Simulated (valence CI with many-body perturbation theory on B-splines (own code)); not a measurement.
**Levels and ionisation energy of Mo⁹⁺**

What does CI with core correlation give for the spectrum of Mo⁹⁺? Levels and ionisation energy come from one run, set against NIST.

Method: configuration interaction of the valence electrons, many-body perturbation theory for a frozen closed Dirac-Fock core, no-pair Dirac Hamiltonian, B-spline basis. Code: an in-house CI+MBPT code version 6.

## 1. What is computed

* element: molybdenum (Z = 42, A = 98)
* charge: +9
* frozen core: [Ar] 3d10
* start configuration of the valence electrons: 4s2 4p3
* nuclear rms radius: 4.4091 fm

## 2. The calculation

Settings, as recorded:

```ini
atom Mo  Z=42  mass_number=98  rms_radius_fm=4.4091
core [Ar] 3d10
valence 4s2 4p3
avg = 1
basis = M
breit = 1
cap = 40000
capref = 1200
cscale = 1
de = 0.0
dress = 0
eps = 2e-08
extrap = 1
h = 0.27
hh = 1
l2 = 3
lcore = 6
maxit = 60
n2 = 5
natural = 1
nlev = 45
nno = [5, 5, 5, 4, 2, 1]
nroot = 26
nsp = [4, 4, 3, 2, 1, 0]
pt2 = 1
qed = 1
rpa = 1
s1 = 1
s2 = 1
s3 = 1
screen = 1
tol = 2e-05
whole = 1
```

Run with:

```bash
$ python run_cv.py task.json out
```

task.json holds these settings.

The program printed:

```text
rmax 14.9 intervals 63 orbitals 63 references ['4s2 4p3', '4s 4p4', '4s2 4p2 4d', '4p5', '4s 4p3 4d'] scf 7
2J=0 par=0 roots 2 ref 16 generators 10 cand 2784/4055 P 2799/4071 nnz 1.7e+06 it 5
2J=0 par=0 roots 2 ref 16 generators 21 cand 2326/3901 P 5125/7972 nnz 3.8e+06 it 5
   second order: generators 53 cand 44055/90787 e2 -0.00007 -0.00006
reference levels 644, estimated 150, window 538362 1/cm; series limit 1171935, core excitation 1732012
2J=3 par=1 roots 6 ref 55 generators 23 cand 1249/5365 P 1832/7914 nnz 6.3e+06 it 7
2J=3 par=1 roots 6 ref 55 generators 53 cand 5025/32067 P 6857/39981 nnz 9.7e+07 it 11
   second order: generators 119 cand 131846/2031251 e2 -0.00261 -0.00034
2J=5 par=1 roots 3 ref 49 generators 15 cand 1050/5495 P 1534/7978 nnz 7.2e+06 it 7
2J=5 par=1 roots 3 ref 49 generators 41 cand 4249/30352 P 5783/38330 nnz 9.7e+07 it 11
   second order: generators 82 cand 105784/1973600 e2 -0.00295 -0.00076
2J=1 par=1 roots 4 ref 35 generators 22 cand 1682/5465 P 2532/7992 nnz 5.5e+06 it 8
2J=1 par=1 roots 4 ref 35 generators 52 cand 6988/31837 P 9520/39829 nnz 8.3e+07 it 9
   second order: generators 102 cand 123086/1137281 e2 -0.00080 -0.00030
2J=5 par=0 roots 11 ref 114 generators 38 cand 1079/5375 P 1786/7988 nnz 6.1e+06 it 11
2J=5 par=0 roots 11 ref 114 generators 86 cand 4460/31890 P 6246/39878 nnz 9.7e+07 it 9
   second order: generators 181 cand 192147/3527440 e2 -0.00503 -0.00162
2J=3 par=0 roots 12 ref 112 generators 43 cand 1140/5375 P 1894/7983 nnz 5.9e+06 it 10
2J=3 par=0 roots 12 ref 112 generators 79 cand 4966/31993 P 6860/39976 nnz 9.2e+07 it 11
   second order: generators 177 cand 190742/2797425 e2 -0.00459 -0.00108
2J=1 par=0 roots 9 ref 72 generators 38 cand 1599/5411 P 2646/7984 nnz 4.9e+06 it 9
2J=1 par=0 roots 9 ref 72 generators 72 cand 7445/32014 P 10091/39998 nnz 7.6e+07 it 9
   second order: generators 169 cand 180281/1513118 e2 -0.00141 -0.00030
2J=7 par=0 roots 5 ref 81 generators 19 cand 984/5426 P 1636/8012 nnz 6.8e+06 it 9
2J=7 par=0 roots 5 ref 81 generators 47 cand 3870/31742 P 5506/39754 nnz 1.1e+08 it 11
   second order: generators 101 cand 125295/2576016 e2 -0.00238 -0.00179
2J=9 par=0 roots 2 ref 48 generators 11 cand 1154/5262 P 1926/7977 nnz 6.4e+06 it 6
2J=9 par=0 roots 2 ref 48 generators 33 cand 4055/31950 P 5981/39927 nnz 1.2e+08 it 9
   second order: generators 62 cand 91930/1848012 e2 -0.00143 -0.00120
2J=7 par=1 roots 2 ref 34 generators 15 cand 740/5611 P 1228/7975 nnz 7.9e+06 it 6
2J=7 par=1 roots 2 ref 34 generators 35 cand 3433/28664 P 4661/36639 nnz 9.7e+07 it 10
   second order: generators 70 cand 89336/1782893 e2 -0.00239 -0.00100
2J=9 par=1 roots 2 ref 16 generators 16 cand 925/5421 P 1514/7937 nnz 7.3e+06 it 5
2J=9 par=1 roots 2 ref 16 generators 36 cand 3709/30100 P 5223/38037 nnz 1e+08 it 8
   second order: generators 65 cand 94420/1942990 e2 -0.00215 -0.00068
left out: unestimated 757640, estimated 582533, shifts from estimates -176 to 186
```

It took 5.9 min on 1 thread of AMD EPYC 9R45 (Zen 5), shared host; peak memory 1.3 GiB.

In the log, the blocks before «reference levels» are the next ion; each later block is one J and parity (par 1 is odd): roots sought, reference size, generators, candidates and the variational space P (configurations/state functions), Hamiltonian entries, Davidson iterations; e2 is the second-order remainder in hartree. Σ1, Σ2 and Σ3 are the one-, two- and three-electron terms by which the core's correlation enters. In the settings nsp and nno count spectroscopic and correlating orbitals by l, and s1, s2, s3 switch or scale the Σ terms.

## 3. Energy levels

Levels from the run's result record, above the lowest; ° marks odd parity; each level is named by its leading configuration and LS term. The first 40 of 52 are listed.

| # | level | configuration weight | term weight | energy (cm⁻¹) | g | lifetime (s) |
| --- | --- | --- | --- | --- | --- | --- |
| 0 | 4s2 4p3 ⁴S° 3/2 | 0.97 | 0.84 | 0.0 | 1.877 | - |
| 1 | 4s2 4p3 ²D° 3/2 | 0.97 | 0.74 | 27028 | 1.005 | 6.12e-03 |
| 2 | 4s2 4p3 ²D° 5/2 | 0.97 | 1.00 | 35669 | 1.200 | 4.28e-02 |
| 3 | 4s2 4p3 ²P° 1/2 | 0.97 | 1.00 | 55545 | 0.665 | 2.26e-03 |
| 4 | 4s2 4p3 ²P° 3/2 | 0.97 | 0.73 | 70730 | 1.252 | 9.18e-04 |
| 5 | 4s 4p4 ⁴P 5/2 | 0.92 | 0.95 | 224777 | 1.582 | 4.80e-10 |
| 6 | 4s 4p4 ⁴P 3/2 | 0.91 | 0.97 | 239708 | 1.709 | 3.88e-10 |
| 7 | 4s 4p4 ⁴P 1/2 | 0.91 | 0.94 | 244293 | 2.628 | 3.50e-10 |
| 8 | 4s 4p4 ²D 3/2 | 0.83 | 0.91 | 276588 | 0.855 | 1.72e-10 |
| 9 | 4s 4p4 ²D 5/2 | 0.84 | 0.95 | 281537 | 1.218 | 2.22e-10 |
| 10 | 4s 4p4 ²S 1/2 | 0.82 | 0.61 | 314721 | 1.552 | 6.89e-11 |
| 11 | 4s 4p4 ²P 3/2 | 0.67 | 0.93 | 318546 | 1.300 | 5.91e-11 |
| 12 | 4s 4p4 ²P 1/2 | 0.70 | 0.63 | 341774 | 1.139 | 7.38e-11 |
| 13 | 4s2 4p2 4d ⁴F 3/2 | 0.96 | 0.84 | 352876 | 0.501 | 5.77e-10 |
| 14 | 4s2 4p2 4d ⁴F 5/2 | 0.97 | 0.75 | 359148 | 1.098 | 7.06e-10 |
| 15 | 4s2 4p2 4d ⁴F 7/2 | 0.97 | 0.85 | 369126 | 1.256 | 7.35e-09 |
| 16 | 4s2 4p2 4d ²F 5/2 | 0.97 | 0.72 | 369335 | 0.961 | 1.40e-09 |
| 17 | 4s2 4p2 4d ⁴D 1/2 | 0.94 | 0.95 | 373884 | 0.041 | 2.82e-10 |
| 18 | 4s2 4p2 4d ⁴D 3/2 | 0.94 | 0.82 | 375349 | 1.124 | 1.95e-10 |
| 19 | 4s2 4p2 4d ²F 7/2 | 0.97 | 0.51 | 375517 | 1.251 | 7.25e-09 |
| 20 | 4s2 4p2 4d ⁴F 9/2 | 0.97 | 0.87 | 378443 | 1.305 | - |
| 21 | 4s2 4p2 4d ⁴D 5/2 | 0.96 | 0.60 | 383231 | 1.207 | 2.62e-10 |
| 22 | 4s2 4p2 4d ⁴D 7/2 | 0.97 | 0.44 | 397897 | 1.248 | 2.31e-09 |
| 23 | 4s2 4p2 4d ²P 3/2 | 0.72 | 0.87 | 401148 | 1.286 | 1.59e-11 |
| 24 | 4s2 4p2 4d ²G 7/2 | 0.97 | 0.80 | 409694 | 0.946 | 4.74e-10 |
| 25 | 4s2 4p2 4d ²G 9/2 | 0.97 | 0.87 | 415389 | 1.139 | 2.11e-03 |
| 26 | 4s2 4p2 4d ⁴P 5/2 | 0.90 | 0.85 | 417321 | 1.546 | 8.54e-12 |
| 27 | 4s2 4p2 4d ²P 1/2 | 0.78 | 0.73 | 418916 | 1.113 | 1.35e-11 |
| 28 | 4s2 4p2 4d ⁴P 3/2 | 0.91 | 0.65 | 421055 | 1.476 | 9.92e-12 |
| 29 | 4s2 4p2 4d ⁴P 1/2 | 0.85 | 0.71 | 426910 | 2.114 | 8.54e-12 |
| 30 | 4s2 4p2 4d ²D 3/2 | 0.94 | 0.69 | 428490 | 1.028 | 2.65e-11 |
| 31 | 4s2 4p2 4d ²D 5/2 | 0.89 | 0.91 | 440389 | 1.212 | 1.12e-11 |
| 32 | 4s2 4p2 4d ²D 3/2 | 0.86 | 0.88 | 447373 | 0.881 | 9.53e-12 |
| 33 | 4s2 4p2 4d ²D 5/2 | 0.95 | 0.92 | 451962 | 1.190 | 5.02e-11 |
| 34 | 4s2 4p2 4d ²P 1/2 | 0.92 | 0.83 | 453442 | 0.892 | 1.18e-11 |
| 35 | 4s2 4p2 4d ²F 5/2 | 0.94 | 0.64 | 459026 | 0.992 | 6.50e-12 |
| 36 | 4s2 4p2 4d ²S 1/2 | 0.84 | 0.75 | 467439 | 1.857 | 1.09e-11 |
| 37 | 4s2 4p2 4d ²P 3/2 | 0.92 | 0.85 | 468176 | 1.289 | 1.09e-11 |
| 38 | 4s2 4p2 4d ²F 7/2 | 0.96 | 0.98 | 468884 | 1.139 | 6.28e-12 |
| 39 | 4s2 4p2 4d ²D 3/2 | 0.95 | 0.97 | 487903 | 0.817 | 7.68e-12 |

## 4. What each term adds

The same run repeats the diagonalisation with simpler Hamiltonians; each column adds a term to the one before, and the last is the full result. Excitation energies in cm⁻¹:

| level | valence CI alone | + Σ1 | + Σ2 | + Σ3 | + Breit | full, with QED |
| --- | --- | --- | --- | --- | --- | --- |
| 4s2 4p3 ²D° 3/2 | 27448 | 27593 | 27197 | 27101 | 27019 | 27028 |
| 4s2 4p3 ²D° 5/2 | 36031 | 36327 | 35975 | 35884 | 35641 | 35669 |
| 4s2 4p3 ²P° 1/2 | 56260 | 56613 | 55937 | 55739 | 55522 | 55545 |
| 4s2 4p3 ²P° 3/2 | 71067 | 71778 | 71391 | 71236 | 70664 | 70730 |
| 4s 4p4 ⁴P 5/2 | 222756 | 223882 | 225222 | 225312 | 225330 | 224777 |
| 4s 4p4 ⁴P 3/2 | 237452 | 238837 | 240326 | 240424 | 240225 | 239708 |
| 4s 4p4 ⁴P 1/2 | 242125 | 243545 | 244941 | 245023 | 244808 | 244293 |
| 4s 4p4 ²D 3/2 | 275874 | 277308 | 277255 | 277253 | 277078 | 276588 |
| ionisation energy (eV) | 185.416 | 186.311 | 186.180 | 186.075 | 186.031 | 186.033 |

## 5. Lines

Listed are the E1 lines of largest gf, the fastest ones to the lowest level and a few forbidden lines. Rates are at computed energies, electric ones in the length gauge, E1 and E2 with static core polarisation; wavelengths are in vacuum.

| upper | lower | type | λ (nm) | A (1/s) | branching |
| --- | --- | --- | --- | --- | --- |
| 38: 4s2 4p2 4d ²F 7/2 | 2: 4s2 4p3 ²D° 5/2 | E1 | 23.08 | 1.59e+11 | 1.00 |
| 39: 4s2 4p2 4d ²D 3/2 | 3: 4s2 4p3 ²P° 1/2 | E1 | 23.13 | 9.17e+10 | 0.70 |
| 35: 4s2 4p2 4d ²F 5/2 | 1: 4s2 4p3 ²D° 3/2 | E1 | 23.15 | 1.27e+11 | 0.82 |
| 29: 4s2 4p2 4d ⁴P 1/2 | 0: 4s2 4p3 ⁴S° 3/2 | E1 | 23.42 | 8.83e+10 | 0.75 |
| 28: 4s2 4p2 4d ⁴P 3/2 | 0: 4s2 4p3 ⁴S° 3/2 | E1 | 23.75 | 9.50e+10 | 0.94 |
| 32: 4s2 4p2 4d ²D 3/2 | 1: 4s2 4p3 ²D° 3/2 | E1 | 23.79 | 7.92e+10 | 0.75 |
| 27: 4s2 4p2 4d ²P 1/2 | 0: 4s2 4p3 ⁴S° 3/2 | E1 | 23.87 | 3.45e+10 | 0.47 |
| 40: 4s2 4p2 4d ²D 5/2 | 4: 4s2 4p3 ²P° 3/2 | E1 | 23.87 | 1.33e+11 | 0.94 |
| 26: 4s2 4p2 4d ⁴P 5/2 | 0: 4s2 4p3 ⁴S° 3/2 | E1 | 23.96 | 1.06e+11 | 0.91 |
| 31: 4s2 4p2 4d ²D 5/2 | 2: 4s2 4p3 ²D° 5/2 | E1 | 24.71 | 6.59e+10 | 0.74 |
| 37: 4s2 4p2 4d ²P 3/2 | 4: 4s2 4p3 ²P° 3/2 | E1 | 25.16 | 5.61e+10 | 0.61 |
| 23: 4s2 4p2 4d ²P 3/2 | 2: 4s2 4p3 ²D° 5/2 | E1 | 27.36 | 3.26e+10 | 0.52 |
| 25: 4s2 4p2 4d ²G 9/2 | 22: 4s2 4p2 4d ⁴D 7/2 | M1 | 571.7 | 1.48e+01 | 0.03 |
| 4: 4s2 4p3 ²P° 3/2 | 3: 4s2 4p3 ²P° 1/2 | M1 | 658.5 | 2.30e+01 | 0.02 |
| 20: 4s2 4p2 4d ⁴F 9/2 | 15: 4s2 4p2 4d ⁴F 7/2 | M1 | 1073 | 1.76e+01 | 0.11 |
| 2: 4s2 4p3 ²D° 5/2 | 1: 4s2 4p3 ²D° 3/2 | M1 | 1157 | 5.21e+00 | 0.22 |

## 6. Summary of results

```
                                  quantity                     computed                        tabulated
                              lowest level              4s2 4p3 ⁴S° 3/2                   4s2 4p3 ⁴S°3/2
                          first excitation  4s2 4p3 ²D° 3/2, 27028 cm⁻¹                                -
    ionisation energy, to 4s2 4p2 ³P J = 0                    186.03 eV  186.3 ± 1.2 eV (semi-empirical)
 dipole polarisability of the lowest level                  1.168 bohr³                                -
     hyperfine A/(μ/I) of the lowest level                     1257 MHz                                -
no level missing from the run's list below                  582353 cm⁻¹                                -
```

What this shows: The ionisation energy is 0.3 eV (0.14 %) below the NIST entry, whose uncertainty is 1.2 eV. Of the added terms Σ1 moves the ionisation energy most, by +0.896 eV. The lowest level is 98 % 4s2 4p3. Cautions: intervals between levels of different J carry noise of about a tenth of the second-order remainder, tens of cm⁻¹ or more; by estimate levels hold to under 0.1 % in light ions and to 0.1 to 0.5 % in heavy ones.
